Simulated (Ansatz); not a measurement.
Predict the output of the script below (Ansatz 0.2.0, Python API).

Contents of `POSCAR`:
```text
YSc
1.0
   3.52016583    0.00000000    0.00000000
  -1.76008291    3.04855303    0.00000000
   0.00000000    0.00000000    5.40411622
Y Sc
1 1
Direct
   0.00000000    0.00000000    0.00000000
   0.33333333    0.66666667    0.50000000
```

`ysc.py`
```python
'''Response of the spins of YSc to a Zeeman field.'''

import ansatz
from ase.io import read
import numpy as np
import pandas as pd

params = {
    'occupations': 'Marzari-Vanderbilt',
    'sigma': 0.01,
    'mesh': (9, 9, 6),
    'functional': 'lda',
    'extra_bands': 4,
}


def main() -> None:
    atoms = read('POSCAR', format='vasp')
    ysc = ansatz.Crystal.from_ase(atoms)

    calculation = (
        ysc.calculation()
        .occupations(params['occupations'], width=params['sigma'])
        .kpoints(*params['mesh'], center='gamma')
        .functional(params['functional'])
        .scf(extra_bands=params['extra_bands'], lower_state_search='standard')
        .basis(18 * ansatz.Ha, xc_grid=1)
        .spin('collinear')
    )
    # the field acts on the spins alone; such large fields lift the response over the noise
    rows = []
    for tesla in [0, 250, 500]:
        data = (calculation.magnetic_field(tesla) if tesla else calculation).run(threads=1).report
        rows.append((tesla, data['magnetization_mub'], data['free_energy_ev'], data['components'].get('e_zeeman', 0.0)))
    print(pd.DataFrame(rows, columns=['B (T)', 'moment muB', 'F eV', 'Zeeman term eV']).round(4).to_string(index=False))
    slope = np.polyfit([row[0] for row in rows], [row[1] for row in rows], 1)[0]
    print(f'dM/dB = {1000 * slope:.4f} muB per 1000 T per cell')


if __name__ == '__main__':
    main()
```

Output of `python ysc.py`:
```text
RunWarning: this spin-polarised run has no starting moment large enough to seed its density, and nothing else in its deck makes the two spin channels differ, so an SCF from that start keeps the magnetisation at zero until it first converges, unless a state found ahead of a linear-response series gives it moments (lr_reference_state). Behind a single point's SCF or a chain's scf step, and behind the single point that a walk or a batch makes first, from which its own SCFs then go on, or that a [...]
 B (T)  moment muB       F eV  Zeeman term eV
     0      0.0000 -5834.3922          0.0000
   250      0.0941 -5834.3934         -0.0014
   500      0.2451 -5834.3961         -0.0071
dM/dB = 0.4901 muB per 1000 T per cell
```
(Warnings from the package without file and line, shortened, repeats left out.)

The settings weren't tested for convergence. The run is spin-unpolarised. The structure comes from a database of computed cells and needn't be a stable or known phase. Orbital magnetism is left out. The response of a metal hangs strongly on mesh and smearing, and a straight-line fit holds only where the moment is linear in the field. Wall time of the script: 26 s on 1 thread of Intel(R) Xeon(R) 6975P-C (Granite Rapids), with other jobs on the host, peak memory 0.61 GiB.

(Lines on the test bed's own set-up are left out of the output.)
